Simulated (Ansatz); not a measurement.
# B2Ru3: a closer look at a trial structure

This session takes a relaxed cell of B2Ru3 and sets out to see whether it has a gap, which orbitals make up the states near it and how charge is shared.

Program: Ansatz 0.2.0. Level of theory: DFT PBE, scalar-relativistic, plane waves, PAW. These are calculated values, not measurements.

## Step 1: The structure to begin with

The structure is trigonal, space group P-3m1 (No. 164). Conventional cell: a = 2.914 Å, b = 2.914 Å, c = 7.541 Å, α = 90.00°, β = 90.00°, γ = 120.00°. B (site symmetry 3m) is surrounded by 6 Ru at 2.12 to 2.20 Å. Around Ru (site symmetry 3m) lie 3 B at 2.12 Å. Ru (site symmetry -3m) has 6 B at 2.20 Å as nearest neighbours.

Coordinates:

```xyz
5
Lattice="2.9136 0.0000 0.0000 -1.4568 2.5233 0.0000 0.0000 0.0000 7.5414" Properties=species:S:1:pos:R:3 pbc="T T T"
B     1.4568    0.8411    6.1205
B     0.0000    1.6822    1.4209
Ru    1.4568    0.8411    2.7035
Ru    0.0000    1.6822    4.8379
Ru    0.0000    0.0000    0.0000
```

It is the end of an earlier relaxation with the same method, from an invented guess; it needn't be the stable form of this composition. At a tolerance of 0.05 Å it has space group P-3m1 (No. 164); it has 11.09 Å³/atom, an uncorrected energy of +0.00 eV/atom over the elements.

## Step 2: Static run: bands, density of states and charges

Contents of input.yaml:

```yaml
crystal:
  lattice:
    - [2.9136411476, 0.0, 0.0]
    - [-1.4568205738, 2.5232872513, 0.0]
    - [0.0, 0.0, 7.541384301]
  atoms:
    - { symbol: B, position: [0.6666666667, 0.3333333333, 0.8115893193] }
    - { symbol: B, position: [0.3333333333, 0.6666666667, 0.1884106807] }
    - { symbol: Ru, position: [0.6666666667, 0.3333333333, 0.3584900063] }
    - { symbol: Ru, position: [0.3333333333, 0.6666666667, 0.6415099937] }
    - { symbol: Ru, position: [0.0, 0.0, 0.0] }
basis:
  ecutwfc: 420
kpoints:
  mp_grid: { grid: [12, 12, 6] }
  band_path:
    path:
      - [[0.0, 0.0, 0.0], [0.5, 0.0, 0.0], [0.33333333, 0.33333333, 0.0], [0.0, 0.0, 0.0], [0.0, 0.0, 0.5], [0.5, 0.0, 0.5], [0.33333333, 0.33333333, 0.5], [0.0, 0.0, 0.5]]
      - [[0.5, 0.0, 0.5], [0.5, 0.0, 0.0]]
      - [[0.33333333, 0.33333333, 0.5], [0.33333333, 0.33333333, 0.0]]
    npoints: 14
hamiltonian:
  xc: pbe
scf:
  occupations: { method: gaussian, width: 0.1 }
  n_extra_bands: 12
output:
  forces: true
  stress: true
  eigenvalues: true
  populations: true
  dos: { projected: true, de: 0.02, nscf_kmesh: { grid: [15, 15, 8] } }
  bader: true
  write_density: true
  write_potential: true
  elf: true
  volumetric_format: npy
```

Command:

```bash
ansatz run input.yaml --threads 1 --pin off --max-ram 2560MiB --backend cpu --events-out ev --progress --plain --runs-dir out
```

What does the calculation give? Wanted: gap; states at the Fermi level; Bader charges.

The runs gave:

| quantity | value |
| --- | --- |
| gap | none (metal) |
| states at the Fermi level | 6.83 per eV per cell |
| Bader charges | B -0.12, Ru +0.02 to +0.19 e |

In words: There is no gap at this level. Of the projected weight within 0.25 eV of the Fermi level, the largest part is Ru 4d (92 %). Charge transfer between the atoms is small (Bader charges up to 0.2 e).
